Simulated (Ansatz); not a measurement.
# AlH6N2P: the cost of one run

Method: RKS r2SCAN/def2-SVP, in Ansatz 0.2.0.

**1. The starting structure**

Bond lengths: N1–Al2 1.867 Å, Al2–N3 1.888 Å, N3–P4 1.830 Å, N1–H5 1.039 Å, N1–H6 1.108 Å, Al2–H7 1.570 Å, N3–H8 1.021 Å, P4–H9 1.482 Å, P4–H10 1.387 Å. Angles: N1–Al2–N3 118.9°, N1–Al2–H7 121.8°, N3–Al2–H7 119.3°, Al2–N1–H5 109.0°, Al2–N1–H6 107.7°, H5–N1–H6 101.8°, Al2–N3–P4 109.2°, Al2–N3–H8 111.5°, P4–N3–H8 107.8°, N3–P4–H9 92.5°, N3–P4–H10 96.6°, H9–P4–H10 95.4°.

Coordinates:

```xyz
10

N    -0.8020    2.2689    0.1813
Al   -0.7081    0.4182   -0.0443
N     0.9285   -0.3537   -0.5832
P     1.4999   -1.5153    0.7096
H    -1.1695    2.4762    1.1310
H    -1.6190    2.6462   -0.4645
H    -1.9433   -0.5116    0.2304
H     0.8267   -0.8794   -1.4527
H     0.5151   -2.5481    0.3088
H     2.5549   -2.0527   -0.0134
```

**2. Relaxing end A**

input.yaml reads:

```yaml
crystal:
  periodic: [false, false, false]
  atoms:
    - { symbol: "N", position_ang: [-0.802, 2.2689, 0.1813] }
    - { symbol: Al, position_ang: [-0.7081, 0.4182, -0.0443] }
    - { symbol: "N", position_ang: [0.9285, -0.3537, -0.5832] }
    - { symbol: P, position_ang: [1.4999, -1.5153, 0.7096] }
    - { symbol: H, position_ang: [-1.1695, 2.4762, 1.131] }
    - { symbol: H, position_ang: [-1.619, 2.6462, -0.4645] }
    - { symbol: H, position_ang: [-1.9433, -0.5116, 0.2304] }
    - { symbol: H, position_ang: [0.8267, -0.8794, -1.4527] }
    - { symbol: H, position_ang: [0.5151, -2.5481, 0.3088] }
    - { symbol: H, position_ang: [2.5549, -2.0527, -0.0134] }
basis:
  gaussian: { orbitals: def2-SVP }
hamiltonian:
  xc: r2scan
relax:
  f_tol: 0.015
  max_steps: 40
```

Command:

```bash
ansatz run input.yaml --threads 2 --pin off --max-ram 3072MiB --backend cpu --events-out ev --progress --plain --runs-dir out
```

**Question.** How long does this run take on 2 threads of Intel Xeon at 2.80GHz (Skylake/Cascade Lake), shared host, and how much memory does it need?

About 44 s, with a peak of 0.18 GiB.
